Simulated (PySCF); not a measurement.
# GeH5O: the cost of one run

Programs: PySCF 2.14.0. All values are calculated, for the isolated system unless a continuum is named. Atoms count from 0, parts from 1.

### Step 1. Starting point

7 atoms, charge -1, multiplicity 1; geometry: GFN1-xTB. Parts: 1 = atoms 0–5, `[OH][GeH3]`, charge 0; 2 = atom 6, `[H-]`, charge -1. In the given geometry H6 is bonded to Ge1 (1.52 Å), so values for the parts refer to these atom groups.

### Step 2. Geometry optimisation at PBE0-D3(BJ)/def2-SVPD

Job settings and geometry (Å):

```
{"job": {"xc": "PBE0", "basis": "def2-SVPD", "d3": "d3bj", "grid": 2, "kind": "geom", "shake": 0.01}, "charge": -1, "multiplicity": 1, "parts": [{"atoms": "0-5", "charge": 0, "multiplicity": 1}, {"atoms": "6-6", "charge": -1, "multiplicity": 1}]}
O     -1.172288     0.428640     0.000784
Ge     1.184299    -0.296275    -0.052167
H     -2.124359     0.737301     0.004005
H      0.508899    -1.488671     0.375488
H      0.941577     0.107294    -1.441662
H      1.200942     0.804986     0.917220
H      2.639152    -0.746023    -0.078133
```

Command:

```
$ OMP_NUM_THREADS=1 python cluster_run.py task.json out
```

This one command runs all jobs of the session in turn.

**Question.** How long does this first job take on 1 thread of AMD EPYC 7R43, shared host, and how much memory does it need?

About 45 s, with a peak of 0.44 GiB.
